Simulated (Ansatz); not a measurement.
# H10OSi4: the cost of one run

Computed with Ansatz 0.2.0, Gaussian basis. Level: PBE0-D4/def2-TZVP structures, single points in def2-TZVPP, no counterpoise correction.

Levels: SPW92, PBE-D4, BLYP-D4, r2SCAN-D4, B97M-V, PBE0-D4, B3LYP-D4, r2SCAN0-D4, BHLYP-D4, CAM-B3LYP-D4, wB97X-V, wB97M-V, B2PLYP, PBE-QIDH, RPA on PBE, Hartree-Fock, MP2, CCSD, CCSD(T).

Cores are frozen in the correlated methods. B3LYP uses VWN-RPA correlation. B2PLYP carries no dispersion term here.

94 further runs of the same task are left out: 94 set aside as unsound or not needed. Runs told in other sessions of the task aren't counted.

## 1. Where the work starts

The complex: 17 atoms, charge 0, spin multiplicity 1.

Atoms are counted from 1 here; the program's logs count them from 0.

Bond lengths: Si1–Si2 2.353 Å, Si1–Si3 2.350 Å, Si1–Si4 2.357 Å, Si1–O5 1.668 Å, Si2–H8 1.490 Å, Si2–H9 1.497 Å, Si2–H10 1.488 Å, Si3–H11 1.486 Å, Si3–H12 1.487 Å, Si3–H13 1.488 Å, Si4–H14 1.487 Å, Si4–H15 1.494 Å, Si4–H16 1.486 Å, O5–H17 0.959 Å, H6–Cl7 1.285 Å. Angles: Si2–Si1–Si3 109.3°, Si2–Si1–Si4 107.8°, Si2–Si1–O5 110.5°, Si3–Si1–Si4 114.8°, Si3–Si1–O5 105.0°, Si4–Si1–O5 109.5°, Si1–Si2–H8 111.7°, Si1–Si2–H9 110.0°, Si1–Si2–H10 112.4°, H8–Si2–H9 106.8°, H8–Si2–H10 108.6°, H9–Si2–H10 107.2°, Si1–Si3–H11 111.8°, Si1–Si3–H12 110.6°, Si1–Si3–H13 107.6°, H11–Si3–H12 109.0°, H11–Si3–H13 109.1°, H12–Si3–H13 108.6° and more.

As a file:

```xyz
17
ClH11OSi4
Si   -0.3725   -0.5839   -0.4069
Si    1.9420   -0.9460   -0.1828
Si   -0.7356    1.2892   -1.7791
Si   -1.2867   -0.4169    1.7588
O    -1.0866   -1.8563   -1.2163
H     1.6041    1.8132    1.1323
Cl    0.6400    2.6385    1.3318
H     2.2325   -2.1823    0.5961
H     2.5675    0.1910    0.5631
H     2.6315   -1.0406   -1.4978
H    -1.8064    2.1681   -1.2405
H     0.5139    2.0816   -1.9252
H    -1.1422    0.7915   -3.1215
H    -0.2395   -0.1804    2.7874
H    -1.9215   -1.7367    2.0523
H    -2.3287    0.6373    1.8680
H    -1.2116   -2.6671   -0.7195
```

Its parts: Si4H10O holds atoms 1, 2, 3, 4, 5, 8, 9, 10, 11, 12, 13, 14, 15, 16, 17; HCl holds atoms 6, 7. Each part counts its atoms afresh in its own runs.

## 2. Relaxing Si4H10O alone

Input file relax-a/in.yaml:

```yaml
crystal:
  periodic: [false, false, false]
  atoms:
    - {symbol: Si, position_ang: [-0.372546, -0.583934, -0.406933]}
    - {symbol: Si, position_ang: [1.941977, -0.946026, -0.182781]}
    - {symbol: Si, position_ang: [-0.735636, 1.289174, -1.779108]}
    - {symbol: Si, position_ang: [-1.286719, -0.416867, 1.758763]}
    - {symbol: O, position_ang: [-1.086566, -1.856349, -1.216259]}
    - {symbol: H, position_ang: [2.232524, -2.182307, 0.596056]}
    - {symbol: H, position_ang: [2.567456, 0.191023, 0.563092]}
    - {symbol: H, position_ang: [2.631476, -1.040616, -1.497850]}
    - {symbol: H, position_ang: [-1.806390, 2.168114, -1.240537]}
    - {symbol: H, position_ang: [0.513865, 2.081586, -1.925200]}
    - {symbol: H, position_ang: [-1.142156, 0.791499, -3.121510]}
    - {symbol: H, position_ang: [-0.239542, -0.180389, 2.787397]}
    - {symbol: H, position_ang: [-1.921492, -1.736674, 2.052318]}
    - {symbol: H, position_ang: [-2.328664, 0.637257, 1.867999]}
    - {symbol: H, position_ang: [-1.211613, -2.667115, -0.719519]}
basis:
  gaussian: {orbitals: def2-TZVP}
hamiltonian: {xc: pbe0, dispersion: d4}
relax: {f_tol: 0.005, max_steps: 200}
```

The run is started by

```console
$ ansatz run in.yaml --threads 4 --pin off --events-out ev --progress --plain --max-ram 66560MiB --backend cuda --devices 0, --max-vram 37GiB
```

**Question.** How long does this run take on 1 × a share of an NVIDIA H100 with 4 threads of AMD EPYC 7R13, shared host?

About 18 s.
